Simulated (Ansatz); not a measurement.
# TiB2: properties at the relaxed cell

This session takes TiB2 and sets out to measure the bulk modulus from energies at several volumes.

Computed with Ansatz 0.2.0 (DFT PBE, scalar-relativistic, plane waves, PAW, unless a step's input says otherwise).

### 1 The structure to begin with

The structure is hexagonal, space group P6/mmm (No. 191). The conventional cell has a = 3.032 Å, b = 3.032 Å, c = 3.223 Å, α = 90.00°, β = 90.00°, γ = 120.00°. Ti (site symmetry 6/mmm) has 12 B at 2.38 Å as nearest neighbours. B (site symmetry -6m2) is surrounded by 3 B at 1.75 Å and 6 Ti at 2.38 Å.

Coordinates:

```
CELL_PARAMETERS angstrom
3.03210 0.00000 0.00000
-1.51605 2.62588 0.00000
0.00000 0.00000 3.22341
ATOMIC_POSITIONS crystal
Ti 0.00000 0.00000 0.00000
B 0.33333 0.66667 0.50000
B 0.66667 0.33333 0.50000
```

It is the result of an earlier relaxation at this level (volume 8.55 Å³/atom; gap on the mesh: none (metal)).

### 2 Point at V/V0 = 0.97

input.yaml reads:

```yaml
crystal:
  lattice:
    - [3.0014720022, 0.0, 0.0]
    - [-1.5007360011, 2.5993510027, 0.0]
    - [0.0, 0.0, 3.1908489713]
  atoms:
    - { symbol: Ti, position: [0.0, 0.0, 0.0] }
    - { symbol: B, position: [0.3333333333, 0.6666666667, 0.5] }
    - { symbol: B, position: [0.6666666667, 0.3333333333, 0.5] }
basis:
  ecutwfc: 420
kpoints:
  mp_grid: { grid: [15, 15, 14] }
hamiltonian:
  xc: pbe
scf:
  occupations: { method: gaussian, width: 0.1 }
output:
  forces: true
  stress: true
  eigenvalues: true
relax:
  adjacent_minimum: "off"
  f_tol: 0.01
  max_steps: 30
  cell: { stress_tol: 0.1, fix: [volume] }
```

Run with:

```
$ ansatz run input.yaml --threads 1 --pin off --max-ram 2560MiB --backend cpu --events-out ev --progress --plain --runs-dir out
```

### 3 Point at V/V0 = 1.03

Edit input.yaml of step 2 so:

```diff
@@ -2,5 +2,5 @@
   lattice:
-    - [3.0014720022, 0.0, 0.0]
-    - [-1.5007360011, 2.5993510027, 0.0]
-    - [0.0, 0.0, 3.1908489713]
+    - [3.0621241413, 0.0, 0.0]
+    - [-1.5310620707, 2.6518772959, 0.0]
+    - [0.0, 0.0, 3.2553279388]
   atoms:
```

### 4 Volume × 0.94

Edit input.yaml of step 3 so:

```diff
@@ -2,5 +2,5 @@
   lattice:
-    - [3.0621241413, 0.0, 0.0]
-    - [-1.5310620707, 2.6518772959, 0.0]
-    - [0.0, 0.0, 3.2553279388]
+    - [2.9743361514, 0.0, 0.0]
+    - [-1.4871680757, 2.5758506665, 0.0]
+    - [0.0, 0.0, 3.1488419441]
   atoms:
```

### 5 Volume × 1.06

Edit input.yaml of step 4 so:

```diff
@@ -2,5 +2,5 @@
   lattice:
-    - [2.9743361514, 0.0, 0.0]
-    - [-1.4871680757, 2.5758506665, 0.0]
-    - [0.0, 0.0, 3.1488419441]
+    - [3.087395644, 0.0, 0.0]
+    - [-1.543697822, 2.6737630592, 0.0]
+    - [0.0, 0.0, 3.295523393]
   atoms:
```

### 6 Volume × 0.91

Edit input.yaml of step 5 so:

```diff
@@ -2,5 +2,5 @@
   lattice:
-    - [3.087395644, 0.0, 0.0]
-    - [-1.543697822, 2.6737630592, 0.0]
-    - [0.0, 0.0, 3.295523393]
+    - [2.946127123, 0.0, 0.0]
+    - [-1.4730635615, 2.5514209313, 0.0]
+    - [0.0, 0.0, 3.1070020175]
   atoms:
```

### 7 Point at V/V0 = 1.10

Edit input.yaml of step 6 so:

```diff
@@ -2,5 +2,5 @@
   lattice:
-    - [2.946127123, 0.0, 0.0]
-    - [-1.4730635615, 2.5514209313, 0.0]
-    - [0.0, 0.0, 3.1070020175]
+    - [3.1214479538, 0.0, 0.0]
+    - [-1.5607239769, 2.7032532246, 0.0]
+    - [0.0, 0.0, 3.3456738109]
   atoms:
```

### 8 Volume × 0.88

Edit input.yaml of step 7 so:

```diff
@@ -2,5 +2,5 @@
   lattice:
-    - [3.1214479538, 0.0, 0.0]
-    - [-1.5607239769, 2.7032532246, 0.0]
-    - [0.0, 0.0, 3.3456738109]
+    - [2.9170921576, 0.0, 0.0]
+    - [-1.4585460788, 2.5262759137, 0.0]
+    - [0.0, 0.0, 3.0646824435]
   atoms:
```

(Steps that only read results are left out.)

Q: Predict the outcome of this session. Wanted: equilibrium volume of the fit; bulk modulus.

**Answer**, as computed:

| quantity | value |
| --- | --- |
| equilibrium volume of the fit | 8.56 Å³/atom |
| bulk modulus | 250 GPa |
| its pressure derivative | 3.9 |

The fit puts the minimum at 8.56 Å³/atom with B = 250 GPa and B' = 3.9.
